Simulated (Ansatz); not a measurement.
**CHCl2I (SMILES ClC(Cl)I): single points off equilibrium**

Aim: energy, forces and dipole at a structure displaced at random from a GFN2-xTB minimum, from CCSD(T) and from density functionals.

The runs use Ansatz 0.2.0, Gaussian basis; single points in def2-TZVPP.

Cores are frozen in the correlated methods. Filled d shells of the heavier atoms are correlated. Core potentials replace the inner electrons past krypton, and spin-orbit coupling is left out.

## 1. The starting structure

5 atoms, charge 0, spin multiplicity 1.

Atoms are counted from 1 here; the program's logs count them from 0.

Bond lengths: Cl1–C2 1.760 Å, C2–Cl3 1.784 Å, C2–I4 2.176 Å, C2–H5 1.090 Å. Angles: Cl1–C2–Cl3 110.5°, Cl1–C2–I4 111.0°, Cl1–C2–H5 109.5°, Cl3–C2–I4 110.4°, Cl3–C2–H5 108.1°, I4–C2–H5 107.3°.

Geometry (Å):

```mol
CHCl2I
  3D, bonds by distance, orders not assigned

  5  4  0  0  0  0  0  0  0  0999 V2000
   -0.4914   -0.0141    1.6885 Cl  0  0
    0.1247    0.0806    0.0426 C   0  0
    1.1838   -1.3120   -0.3086 Cl  0  0
   -1.5065    0.1723   -1.3949 I   0  0
    0.7128    0.9913   -0.0746 H   0  0
  1  2  8  0
  2  3  8  0
  2  4  8  0
  2  5  8  0
M  END
```

## 2. CCSD(T)/def2-TZVPP

The input, run/in.yaml:

```yaml
crystal:
  periodic: [false, false, false]
  atoms:
    - {symbol: Cl, position_ang: [-0.491400, -0.014100, 1.688500]}
    - {symbol: C, position_ang: [0.124700, 0.080600, 0.042600]}
    - {symbol: Cl, position_ang: [1.183800, -1.312000, -0.308600]}
    - {symbol: I, position_ang: [-1.506500, 0.172300, -1.394900]}
    - {symbol: H, position_ang: [0.712800, 0.991300, -0.074600]}
basis:
  gaussian: {orbitals: def2-TZVPP}
correlation: {method: ccsd_t}
```

Command:

```
$ ansatz run in.yaml --threads 8 --pin off --events-out ev --progress --plain --max-ram 10444MiB
```

## 3. PBE0-D4/def2-TZVPP

Edit run/in.yaml of step 2 so:

```diff
@@ -10,2 +10,3 @@
   gaussian: {orbitals: def2-TZVPP}
-correlation: {method: ccsd_t}
+hamiltonian: {xc: pbe0, dispersion: d4}
+output: {forces: true, orbitals: {seedname: orbitals}}
```

## 4. wB97M-V/def2-TZVPP

Edit run/in.yaml of step 3 so:

```diff
@@ -10,3 +10,3 @@
   gaussian: {orbitals: def2-TZVPP}
-hamiltonian: {xc: pbe0, dispersion: d4}
-output: {forces: true, orbitals: {seedname: orbitals}}
+hamiltonian: {xc: {name: wB97M-V}}
+output: {forces: true}
```

## 5. r2SCAN-D4/def2-TZVPP

Edit run/in.yaml of step 4 so:

```diff
@@ -10,3 +10,3 @@
   gaussian: {orbitals: def2-TZVPP}
-hamiltonian: {xc: {name: wB97M-V}}
+hamiltonian: {xc: r2scan, dispersion: d4}
 output: {forces: true}
```

## 6. PBE-D4/def2-TZVPP

Edit run/in.yaml of step 5 so:

```diff
@@ -10,3 +10,3 @@
   gaussian: {orbitals: def2-TZVPP}
-hamiltonian: {xc: r2scan, dispersion: d4}
+hamiltonian: {xc: pbe, dispersion: d4}
 output: {forces: true}
```

## 7. BHLYP-D4/def2-TZVPP

Edit run/in.yaml of step 6 so:

```diff
@@ -10,3 +10,3 @@
   gaussian: {orbitals: def2-TZVPP}
-hamiltonian: {xc: pbe, dispersion: d4}
+hamiltonian: {xc: {name: BHLYP}, dispersion: d4}
 output: {forces: true}
```

## 8. r2SCAN0-D4/def2-TZVPP

Edit run/in.yaml of step 7 so:

```diff
@@ -10,3 +10,3 @@
   gaussian: {orbitals: def2-TZVPP}
-hamiltonian: {xc: {name: BHLYP}, dispersion: d4}
+hamiltonian: {xc: {name: r2SCAN0}, dispersion: d4}
 output: {forces: true}
```

(Steps that only read results are left out.)

Before running it: what results should come out? Wanted: energy less free atoms, CCSD(T)/def2-TZVPP; RMS force component; HOMO and LUMO, PBE0-D4; T1 diagnostic.

**Answer**, as computed:

| quantity | value |
| --- | --- |
| energy less free atoms, CCSD(T)/def2-TZVPP | -1287.0 kJ/mol |
| RMS force component | 0.140 to 0.296 eV/Å over the methods |
| HOMO and LUMO, PBE0-D4 | -7.79 and -2.13 eV |
| T1 diagnostic | 0.009 |

**Reading.** Against CCSD(T) the functionals' energies less atoms differ by -130.2 to +39.8 kJ/mol, PBE-D4 by -130.2 kJ/mol. A larger basis would deepen the CCSD(T) value, while the functionals are nearly converged already, so the order here is not reliable. No sound CCSD(T) forces are at hand. Among the functionals the RMS force differs by up to 112 %.
